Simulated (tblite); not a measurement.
# C3H11BrGeSi: the cost of one run

The runs use tblite 0.8.0 and PySCF 2.14.0, with density-fitted response routines of our own; the level of theory stands in each step. All values are computed, except where a source is named. Atoms count from 0, in the outputs and in this text.

## 1. The starting structure

17 atoms, charge 0, multiplicity 1; geometry from: force field or distance geometry start.

Bonds of the start (Å): C0–Si1 1.84, Si1–C2 1.88, Si1–C3 1.84, C3–Ge4 1.92, Ge4–Br5 2.33, C0–H6 1.12, C0–H7 1.10, C0–H8 1.11, Si1–H9 1.47, C2–H10 1.09, C2–H11 1.11, C2–H12 1.11, C3–H13 1.12, C3–H14 1.12, Ge4–H15 1.56, Ge4–H16 1.53.

## 2. Optimising the geometry with GFN2-xTB

Job settings and geometry (Å):

```
{"job": {"kind": "relax", "xc": "GFN2-xTB", "basis": "xTB"}, "charge": 0, "multiplicity": 1}
C     -1.048700     1.371900     0.628900
Si    -0.813700    -0.036800    -0.535500
C     -1.636200    -1.546000     0.233700
C      0.935900    -0.483500    -0.873100
Ge     2.272100     0.623800    -0.057800
Br     3.275700    -0.513200     1.709000
H     -2.003200     1.896400     0.367500
H     -0.263600     2.146300     0.576400
H     -1.135700     1.079600     1.701000
H     -1.581400     0.268300    -1.749400
H     -1.080900    -1.878400     1.110700
H     -2.703100    -1.330100     0.466000
H     -1.635200    -2.385900    -0.485000
H      1.155000    -0.540500    -1.965200
H      1.108000    -1.525900    -0.496700
H      3.377700     0.897900    -1.118400
H      1.770300     1.967800     0.477900
```

Started as:

```console
> OMP_NUM_THREADS=1 python probes_run.py task.json out
```

This one command runs all jobs of the session in turn.

Q: Estimate the wall time and peak memory of this first job on 1 thread of Intel Xeon at 2.50GHz, shared host.

About 4.7 s, with a peak of 0.18 GiB.
